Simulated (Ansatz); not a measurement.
# C₃H₅ClOSi: up Jacob's ladder to CCSD(T)

Aim: compute C₃H₅ClOSi with functionals from several rungs and with coupled cluster, and see how far each lands from CCSD(T) at the basis-set limit for the atomisation energy.

The runs use Ansatz 0.2.0, Gaussian basis; functionals in def2-TZVPP, the program's frozen cores in correlated methods.

Plan: LDA (SPW92), PBE-D4, revPBE-D4, BLYP-D4, r2SCAN-D4, B97M-V, PBE0-D4, B3LYP-D4, r2SCANh-D4, r2SCAN0-D4, HSE06-D4, BHLYP-D4, CAM-B3LYP-D4, LC-ωPBE, ωB97X-V, ωB97M-V, B2PLYP, PBE-QIDH; CCSD(T)/def2-SVP; CCSD(T)/def2-TZVPP; MP2/def2-QZVPP; extrapolation to the limit; RPA on PBE.

## (1) The relaxed structure

An earlier PBE0-D4 in a triple-zeta def2 set relaxation fixed the geometry.

SMILES `C#C[SiH](Cl)OC`, 11 atoms, charge 0, spin multiplicity 1.

Atoms are counted from 1 here; the program's logs count them from 0.

Bond lengths: C1–C2 1.206 Å, C1–H7 1.066 Å, C2–Si3 1.819 Å, Si3–Cl4 2.052 Å, Si3–O5 1.621 Å, Si3–H8 1.470 Å, O5–C6 1.414 Å, C6–H9 1.094 Å, C6–H10 1.095 Å, C6–H11 1.090 Å. Angles: C2–C1–H7 179.7°, C1–C2–Si3 179.0°, C2–Si3–Cl4 106.9°, C2–Si3–O5 110.9°, C2–Si3–H8 111.9°, Cl4–Si3–O5 110.8°, Cl4–Si3–H8 109.0°, O5–Si3–H8 107.3°, Si3–O5–C6 125.1°, O5–C6–H9 110.8°, O5–C6–H10 111.2°, O5–C6–H11 107.8°, H9–C6–H10 109.0°, H9–C6–H11 109.0°, H10–C6–H11 109.0°.

## (2) LDA

This LDA is Slater exchange with PW92 correlation.

File in.yaml:

```yaml
crystal:
  periodic: [false, false, false]
  atoms:
    - {symbol: C, position_ang: [-0.937285, 0.743006, 2.377566]}
    - {symbol: C, position_ang: [-0.126747, 0.303682, 1.600352]}
    - {symbol: Si, position_ang: [1.107561, -0.328452, 0.422793]}
    - {symbol: Cl, position_ang: [1.001809, -2.376292, 0.490917]}
    - {symbol: O, position_ang: [0.810508, 0.214946, -1.074913]}
    - {symbol: C, position_ang: [-0.413669, 0.065896, -1.766271]}
    - {symbol: H, position_ang: [-1.652603, 1.128152, 3.068273]}
    - {symbol: H, position_ang: [2.470804, 0.092468, 0.777414]}
    - {symbol: H, position_ang: [-0.600121, -0.985091, -2.005366]}
    - {symbol: H, position_ang: [-1.250662, 0.451332, -1.175588]}
    - {symbol: H, position_ang: [-0.344296, 0.633354, -2.694576]}
basis:
  gaussian: {orbitals: def2-TZVPP}
hamiltonian: {xc: lda}
output: {orbitals: {seedname: orbitals}}
```

After this run come: PBE-D4 (GGA); revPBE-D4 (GGA); BLYP-D4 (GGA); r2SCAN-D4 (meta-GGA); B97M-V (meta-GGA); PBE0-D4 (hybrid); B3LYP-D4 (hybrid); r2SCANh-D4 (hybrid); r2SCAN0-D4 (hybrid); HSE06-D4 (hybrid); BHLYP-D4 (hybrid); CAM-B3LYP-D4 (range-separated); LC-ωPBE-D4 (range-separated); ωB97X-V (range-separated); ωB97M-V (range-separated); B2PLYP (double hybrid); PBE-QIDH (double hybrid); CCSD(T) in def2-SVP; CCSD(T) in def2-TZVPP; MP2 in def2-QZVPP; RPA on PBE orbitals.

Q: Predict the results of all the runs planned. Wanted: atomisation energy, CCSD(T)/CBS; farthest beyond LDA; mean size of error, GGA; mean size of error, meta-GGA; mean size of error, hybrid; mean size of error, range-separated; mean size of error, double hybrid; gap, smallest and largest; T1 diagnostic.

The runs gave:

| quantity | value |
| --- | --- |
| atomisation energy, CCSD(T)/CBS | 4455.0 kJ/mol |
| functionals within 22.3 kJ/mol (0.5 %) | BLYP-D4, r2SCAN-D4, B97M-V, PBE0-D4, B3LYP-D4, HSE06-D4, CAM-B3LYP-D4, ωB97X-V, ωB97M-V |
| farthest beyond LDA | BHLYP-D4 (-153.7 kJ/mol) |
| mean size of error, GGA | 44.5 kJ/mol |
| mean size of error, meta-GGA | 6.3 kJ/mol |
| mean size of error, hybrid | 46.0 kJ/mol |
| mean size of error, range-separated | 12.4 kJ/mol |
| mean size of error, double hybrid | 37.1 kJ/mol |
| gap, smallest and largest | 5.51 eV (LDA (SPW92)), 13.06 eV (LC-ωPBE) |
| T1 diagnostic | 0.0116 |
| triples share of the correlation energy | 4.2 % |

In words: LDA overbinds by 630.2 kJ/mol (14 %). PBE-D4 is off by +87.1 kJ/mol. Double hybrids carry the basis error of their MP2 part in triple zeta, and no dispersion term here, so their miss is partly the set-up's. The rungs meta-GGA, range-separated miss on average by less than the doubt on the reference (22.3 kJ/mol), so they tie. Misses under about 22.3 kJ/mol are within the doubt on the reference itself, which lacks core-valence correlation, relativity and higher excitations. Hartree-Fock recovers 73 % of the binding; the rest is correlation. CCSD(T) in def2-SVP is off by -270.2 kJ/mol, more than most functionals: a good method in a small basis is no reference. Orbital gaps span 5.5 to 13.1 eV; exact exchange widens them.
